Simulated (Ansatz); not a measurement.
# FeSb: the cost of one run

Computed with Ansatz 0.2.0 through its Python package. The levels of theory stand in the script.

The COD entry's cell or inner coordinates are ideal or old and differ from later refinements, so a difference from it is no clean test against experiment.

## (1) The structure

It takes space group P6_3/mmc (No. 194, hexagonal). Conventional cell: a = 4.060 Å, b = 4.060 Å, c = 5.130 Å, α = 90.00°, β = 90.00°, γ = 120.00°. Fe (site symmetry -3m) is surrounded by 2 Fe at 2.56 Å and 6 Sb at 2.67 Å. Around Sb (site symmetry -6m2) lie 6 Fe at 2.67 Å.

No structure file is read: the coordinates are typed or built in the script.

## (2) The code

fesb.py reads:

```python
import logging
import sys
import warnings

import ansatz as az
import numpy as np

logging.basicConfig(stream=sys.stdout, format="[%(levelname)s] %(message)s")
log = logging.getLogger("calc")
log.setLevel(logging.INFO)

def edges_and_angles(cell):
    cell = np.asarray(cell)
    a, b, c = np.linalg.norm(cell, axis=1)
    cosines = cell[1] @ cell[2] / (b * c), cell[0] @ cell[2] / (a * c), cell[0] @ cell[1] / (a * b)
    return (a, b, c, *np.degrees(np.arccos(cosines)))


def main() -> None:
    warnings.simplefilter("ignore", az.DeckWarning)

    lattice = az.Lattice.of(
        (4.06, 0.0, 0.0),
        (-2.03, 3.516063, 0.0),
        (0.0, 0.0, 5.13),
    )
    sites = [
        ("Fe", (0.0, 0.0, 0.0), 2.4),
        ("Fe", (0.0, 0.0, 0.5), -2.4),
        ("Sb", (1 / 3, 2 / 3, 0.25), 0.0),
        ("Sb", (2 / 3, 1 / 3, 0.75), 0.0),
    ]
    crystal = az.Crystal(lattice=lattice)
    for symbol, position, moment in sites:
        crystal = crystal.atom(symbol, position, moment=moment or None)

    base = (
        crystal.calculation()
        .basis(550)
        .kpoints(9, 9, 6)
        .occupations("fermi_dirac")
        .spin(az.SpinTreatment.COLLINEAR)
        .relax(cell=True)
    )

    levels = [("pbesol", "none"), ("lda", "none"), ("blyp", "d3bj")]
    log.info("level            a       b       c    alpha   beta  gamma  V/atom  steps")
    for name, dispersion in levels:
        seen = []
        run = base.functional(name, dispersion=dispersion).session().plan()
        outcome = run.execute(on_event=lambda e: seen.append(e) if e["event"] == "relax_step" else None)
        cell = outcome.lattice.cell_ang
        label = name if dispersion == "none" else f"{name}+{dispersion}"
        print("{:13s} {:7.4f} {:7.4f} {:7.4f} {:6.2f} {:6.2f} {:6.2f}".format(label, *edges_and_angles(cell)), f"{abs(np.linalg.det(cell)) / len(outcome.lattice.sites):7.3f} {len(seen):5d}")


if __name__ == "__main__":
    main()
```

## (3) The run

On the command line:

```console
> python fesb.py
```

**Question.** How long does this script take on 1 thread of AMD EPYC 7R43 (Zen 3), shared host, and how much memory does it need?

About 11 min, with a peak of 0.81 GiB.
